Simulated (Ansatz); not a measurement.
# LaTe4: the cost of one run

Computed with Ansatz 0.2.0 (DFT PBE, scalar-relativistic, plane waves, PAW, unless a step's input says otherwise).

## Step 1: The structure to begin with

The structure is cubic, space group Im-3m (No. 229). Conventional cell: a = 7.122 Å, b = 7.122 Å, c = 7.122 Å, α = 90.00°, β = 90.00°, γ = 90.00°. Around La (site symmetry m-3m) lie 8 Te at 3.08 Å. Te (site symmetry -3m) is surrounded by 2 La at 3.08 Å.

Structure file:

```cif
data_structure
_symmetry_space_group_name_H-M 'P 1'
_symmetry_Int_Tables_number 1
_cell_length_a 6.1678
_cell_length_b 6.1678
_cell_length_c 6.1678
_cell_angle_alpha 109.471
_cell_angle_beta 109.471
_cell_angle_gamma 109.471
_cell_volume 180.62
loop_
_atom_site_label
_atom_site_type_symbol
_atom_site_fract_x
_atom_site_fract_y
_atom_site_fract_z
_atom_site_occupancy
La1 La 0.00000 0.00000 0.00000 1
Te1 Te 0.50000 0.50000 0.50000 1
Te2 Te 0.00000 0.00000 0.50000 1
Te3 Te 0.00000 0.50000 0.00000 1
Te4 Te 0.50000 0.00000 0.00000 1
```

A structure generator made this guess: random cell by space group and Wyckoff sites (Im-3m, No. 229). The dimensions are guesses.

## Step 2: Probe: one point on a coarse mesh

input.yaml reads:

```yaml
crystal:
  lattice:
    - [-3.56096329, 3.56096329, 3.56096329]
    - [3.56096329, -3.56096329, 3.56096329]
    - [3.56096329, 3.56096329, -3.56096329]
  atoms:
    - { symbol: La, position: [0.0, 0.0, 0.0] }
    - { symbol: Te, position: [0.5, 0.5, 0.5] }
    - { symbol: Te, position: [0.0, 0.0, 0.5] }
    - { symbol: Te, position: [0.0, 0.5, 0.0] }
    - { symbol: Te, position: [0.5, 0.0, 0.0] }
basis:
  ecutwfc: 420
kpoints:
  mp_grid: { grid: [4, 4, 4] }
hamiltonian:
  xc: pbe
scf:
  occupations: { method: gaussian, width: 0.1 }
  lower_state_search: "off"
output:
  forces: true
  stress: true
  eigenvalues: true
```

Started as:

```console
$ ansatz run input.yaml --threads 1 --pin off --max-ram 2560MiB --backend cpu --events-out ev --progress --plain --runs-dir out
```

Q: Estimate wall time and peak memory on 1 thread of Intel Xeon Platinum 8488C (Sapphire Rapids), shared host.

About 3.4 s, with a peak of 0.58 GiB.
